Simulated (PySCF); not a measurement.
# C2H9NSi2: the cost of one run

The runs use PySCF 2.14.0, with density-fitted response routines of our own; the level of theory stands in each step. All values are computed, except where a source is named. Atoms count from 0, in the outputs and in this text.

## Step 1: Starting geometry

14 atoms, charge 0, multiplicity 1; geometry from: PBE0-D3(BJ)/def2-SVP.

Bonds of the start (Å): Si0–C1 1.90, C1–C2 1.50, C2–N3 1.26, N3–Si4 1.74, Si0–H5 1.49, Si0–H6 1.49, Si0–H7 1.49, C1–H8 1.10, C1–H9 1.10, C2–H10 1.11, Si4–H11 1.49, Si4–H12 1.50, Si4–H13 1.49.

## Step 2: NMR shieldings: PBE0/pcSseg-1

The job: settings as JSON, then the geometry in Å.

```
{"job": {"kind": "nmr", "xc": "PBE0", "basis": "pcSseg-1", "pop": false}, "charge": 0, "multiplicity": 1}
Si    -2.019199    -0.384397     0.094337
C     -0.600106     0.107595    -1.069403
C      0.235802     1.197782    -0.474053
N      1.267413     1.088123     0.249483
Si     2.152321    -0.294628     0.834668
H     -2.863721     0.807141     0.407199
H     -2.861940    -1.428002    -0.562331
H     -1.447594    -0.926557     1.362829
H     -1.049591     0.438806    -2.019716
H     -0.006624    -0.801237    -1.260066
H     -0.144067     2.220725    -0.679871
H      2.027615    -0.303964     2.321418
H      1.711632    -1.638910     0.322544
H      3.583371    -0.105439     0.459725
```

With the program's defaults for keys left out, this is: GIAO PBE0/pcSseg-1 NMR shielding, non-relativistic, gas phase.

On the command line:

```sh
OMP_NUM_THREADS=1 python probes_run.py task.json out
```

The driver reads the jobs from task.json and runs them one after another.

Q: Estimate the wall time and peak memory of this first job on 1 thread of Arm Neoverse V2, shared host.

About 15 s, with a peak of 0.77 GiB.
